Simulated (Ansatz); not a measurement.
# C₃H₅BrO: how energies converge with the basis set

Aim: see how fast density functionals converge with the basis set for C₃H₅BrO.

Method: one geometry, several basis sets; program: Ansatz 0.2.0, Gaussian basis.

Plan: PBE0-D4/def2-SVP; ωB97M-V/def2-SVP; PBE0-D4/def2-QZVPP; ωB97M-V/def2-QZVPP; the functionals' def2-TZVPP values are taken from earlier runs.

## Step 1: Structure used throughout

The geometry comes from an earlier relaxation with PBE0-D4 in a triple-zeta def2 set; it is a stationary point, not always the lowest conformer.

SMILES `OC/C=C/Br`, 10 atoms, charge 0, spin multiplicity 1.

Atoms are counted from 1 here; the program's logs count them from 0.

Bond lengths: O1–C2 1.413 Å, O1–H6 0.961 Å, C2–C3 1.494 Å, C2–H7 1.094 Å, C2–H8 1.098 Å, C3–C4 1.322 Å, C3–H9 1.086 Å, C4–Br5 1.879 Å, C4–H10 1.083 Å. Angles: C2–O1–H6 108.0°, O1–C2–C3 112.0°, O1–C2–H7 105.5°, O1–C2–H8 111.7°, C3–C2–H7 109.9°, C3–C2–H8 110.1°, H7–C2–H8 107.4°, C2–C3–C4 122.2°, C2–C3–H9 117.0°, C4–C3–H9 120.8°, C3–C4–Br5 123.7°, C3–C4–H10 123.5°, Br5–C4–H10 112.8°.

## Step 2: PBE0-D4 in def2-SVP

in.yaml reads:

```yaml
crystal:
  periodic: [false, false, false]
  atoms:
    - {symbol: O, position_ang: [0.301573, -1.879228, 0.731940]}
    - {symbol: C, position_ang: [0.769158, -0.755953, 0.014232]}
    - {symbol: C, position_ang: [-0.351961, 0.098559, -0.480558]}
    - {symbol: C, position_ang: [-0.468348, 1.372013, -0.143781]}
    - {symbol: Br, position_ang: [-1.865053, 2.482404, -0.733050]}
    - {symbol: H, position_ang: [-0.245247, -1.562118, 1.456186]}
    - {symbol: H, position_ang: [1.329669, -1.162932, -0.832053]}
    - {symbol: H, position_ang: [1.466828, -0.154331, 0.612179]}
    - {symbol: H, position_ang: [-1.091315, -0.377350, -1.117743]}
    - {symbol: H, position_ang: [0.237796, 1.887737, 0.495449]}
basis:
  gaussian: {orbitals: def2-SVP}
hamiltonian: {xc: pbe0, dispersion: d4}
output: {orbitals: {seedname: orbitals}}
```

After this run come: ωB97M-V in def2-SVP; PBE0-D4 in def2-QZVPP; ωB97M-V in def2-QZVPP.

**Question.** What will the summary of the whole plan be? Wanted: PBE0-D4: double and triple zeta above quadruple; ωB97M-V: double and triple zeta above quadruple.

**Answer**, as computed:

| quantity | value |
| --- | --- |
| PBE0-D4: double and triple zeta above quadruple | 16.28, 1.73 eV |
| ωB97M-V: double and triple zeta above quadruple | 16.43, 1.67 eV |

**Reading.** PBE0-D4 gains 14.56 eV from double to triple zeta, then 1.73 eV more. These are total energies; as a rule much of such shifts cancels in differences, which this series doesn't test.
